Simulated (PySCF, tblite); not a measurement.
**C2H6BN2Si radical: geometry, infrared bands and EPR parameters**

Wanted: the infrared bands and EPR parameters of C2H6BN2Si radical (`[C]#C[SiH2]NBN`), by calculation.

The runs use tblite 0.8.0 and PySCF 2.14.0, with density-fitted response routines of our own; the level of theory stands in each step. All values are computed, except where a source is named. Atoms are numbered from 0 throughout.

## 1. Starting geometry

12 atoms, charge 0, multiplicity 2; geometry from: force field or distance geometry start.

Bonds of the start (Å): C0–C1 1.20, C1–Si2 1.82, Si2–N3 1.81, N3–B4 1.52, B4–N5 1.53, Si2–H6 1.46, Si2–H7 1.47, N3–H8 1.05, B4–H9 1.18, N5–H10 1.04, N5–H11 1.04.

## 2. Geometry optimisation with GFN2-xTB

The job: settings as JSON, then the geometry in Å.

```
{"job": {"kind": "relax", "xc": "GFN2-xTB", "basis": "xTB"}, "charge": 0, "multiplicity": 2}
C      2.679100    -0.220400    -1.736200
C      2.096200    -0.189800    -0.683100
Si     1.248500    -0.162700     0.929800
N     -0.350300     0.658500     0.736900
B     -1.261000    -0.269300    -0.052500
N     -1.839200     0.201800    -1.389700
H      1.056300    -1.529000     1.419000
H      2.062300     0.595300     1.896300
H     -0.760900     0.729400     1.700900
H     -1.541300    -1.343700     0.352700
H     -2.359700     1.085400    -1.200800
H     -1.028800     0.443900    -1.999300
```

Launch:

```bash
$ OMP_NUM_THREADS=1 python probes_run.py task.json out
```

The driver reads the jobs from task.json and runs them one after another.

**Question.** This job is followed by: GFN2-xTB harmonic vibrations, gas phase; UKS B3LYP, pcH-1 on B C H N Si, non-relativistic, mean-field spin-orbit, GIAO. Predict these results of the whole session: strongest single infrared mode (GFN2-xTB); zero-point energy (GFN2-xTB); g(iso) (B3LYP); ⟨S²⟩; largest a(iso) (averaged by class); surface potential, 1st and 99th percentile.

The runs gave:

| quantity | value |
| --- | --- |
| strongest single infrared mode (GFN2-xTB) | 1378 cm⁻¹, 588 km/mol |
| zero-point energy (GFN2-xTB) | 49.4 kcal/mol |
| g(iso) (B3LYP) | 2.00225 |
| ⟨S²⟩ | 0.769 (exact 0.75) |
| largest a(iso) (averaged by class) | 13C on C0, 857.9 MHz |
| surface potential, 1st and 99th percentile | -0.86 V and 1.92 V |

The optimisation took 131 steps and gained 1.903 eV; among the close pairs (by a distance rule), B4–N5 changed most, from 1.531 to 1.393 Å. No mode is imaginary among the 30: a minimum at this level. The strongest single mode, at 1378 cm⁻¹, moves mainly B4. GFN2-xTB is a fitted tight-binding method: band positions and strengths are rough. Its intensities can rank the bands wrongly. C0 carries the largest spin population, 1.10 e. The isotropic g lies 0.1 ppt below the free-electron value.
